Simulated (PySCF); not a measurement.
# C5H7BF2O: the cost of one run

The runs use PySCF 2.14.0, with density-fitted response routines of our own; the level of theory stands in each step. All values are computed, except where a source is named. Atoms are numbered from 0 throughout.

**1. The molecule as given**

16 atoms, charge 0, multiplicity 1; geometry from: GFN2-xTB.

Bonds of the start (Å): O0–C1 1.20, C1–C2 1.50, C2–C3 1.54, C3–B4 1.58, B4–F5 1.32, B4–C6 1.59, C6–C7 1.53, C7–F8 1.38, C7–C1 1.53, C2–H9 1.09, C2–H10 1.09, C3–H11 1.09, C3–H12 1.10, C6–H13 1.09, C6–H14 1.09, C7–H15 1.10.

**2. Excited states and response: CAM-B3LYP/def2-SVPD**

The job: settings as JSON, then the geometry in Å.

```
{"job": {"kind": "uv", "xc": "CAM-B3LYP", "basis": "def2-SVPD", "nstates": 8, "ntriplets": 3}, "charge": 0, "multiplicity": 1}
O     -0.335296    -2.045234     1.334460
C     -0.178916    -1.332936     0.378694
C     -1.284177    -0.699767    -0.420080
C     -1.308201     0.813013    -0.116626
B      0.125192     1.466653     0.029362
F      0.250155     2.778744    -0.019787
C      1.401269     0.578334     0.354371
C      1.208965    -0.881182    -0.073902
F      1.298034    -0.953887    -1.452784
H     -1.077297    -0.850227    -1.480403
H     -2.237297    -1.164686    -0.168658
H     -1.926894     1.319221    -0.859597
H     -1.819867     0.965206     0.840575
H      1.576589     0.595668     1.433375
H      2.311873     0.963223    -0.110492
H      1.988269    -1.543200     0.320080
```

Level: TDDFT CAM-B3LYP/def2-SVPD, vertical, gas phase, core orbitals frozen in the response.

Launch:

```bash
$ OMP_NUM_THREADS=1 python probes_run.py task.json out
```

This one command runs all jobs of the session in turn.

Q: Estimate the wall time and peak memory of this job on 1 thread of Arm Neoverse N1, shared host.

About 2.5 min, with a peak of 1.1 GiB.
